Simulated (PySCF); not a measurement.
# C5H10GaGeNO: the cost of one run

Computed with PySCF 2.14.0, with density-fitted response routines of our own, on a single molecule, in the gas phase or a continuum. Atoms are numbered from 0 throughout.

## (1) The molecule as given

19 atoms, charge 0, multiplicity 1; geometry from: UFF. The atoms were then displaced at random by about 0.03 Å, so the start is not that level's minimum.

Bonds of the start (Å): Ga0–N1 2.01, N1–C2 1.39, C2–C3 1.24, C3–C4 1.42, C4–O5 1.41, O5–Ge6 1.80, C4–C7 1.46, C7–C8 1.34, C8–N1 1.39, Ga0–H9 1.63, Ga0–H10 1.59, Ga0–H11 1.53, C2–H12 1.04, C3–H13 1.18, Ge6–H14 1.57, Ge6–H15 1.51, Ge6–H16 1.52, C7–H17 1.11, C8–H18 1.05.

## (2) Optimising the geometry at PBE0-D3(BJ)/def2-SVP

What the job is given:

```
{"job": {"xc": "PBE0", "basis": "def2-SVP", "d3": "d3bj", "grid": 1, "shake": 0.03, "kind": "geom"}, "charge": 0, "multiplicity": 1}
Ga     3.592960    -0.430830    -0.003720
N      1.632830     0.014380     0.014650
C      0.696100    -1.005970    -0.068250
C     -0.516470    -0.737780    -0.001010
C     -1.080470     0.559480     0.105340
O     -2.443840     0.928700     0.188000
Ge    -3.774160    -0.286280     0.114620
C     -0.086550     1.628250     0.196250
C      1.225610     1.333500     0.214200
H      4.311570     0.880060    -0.642770
H      4.030260    -0.599750     1.513500
H      3.811570    -1.676120    -0.873430
H      1.017110    -1.990880    -0.164360
H     -1.351860    -1.569580    -0.026530
H     -5.165520     0.444050     0.210180
H     -3.738100    -1.009050    -1.206800
H     -3.680760    -1.246840     1.286460
H     -0.486780     2.656720     0.331380
H      1.943730     2.101370     0.226500
```

Run with:

```
$ OMP_NUM_THREADS=1 python probes_run.py task.json out
```

The driver reads the jobs from task.json and runs them one after another.

**Question.** How long does this first job take on 1 thread of Arm Neoverse V2, shared host, and how much memory does it need?

About 5.3 min, with a peak of 1.3 GiB.
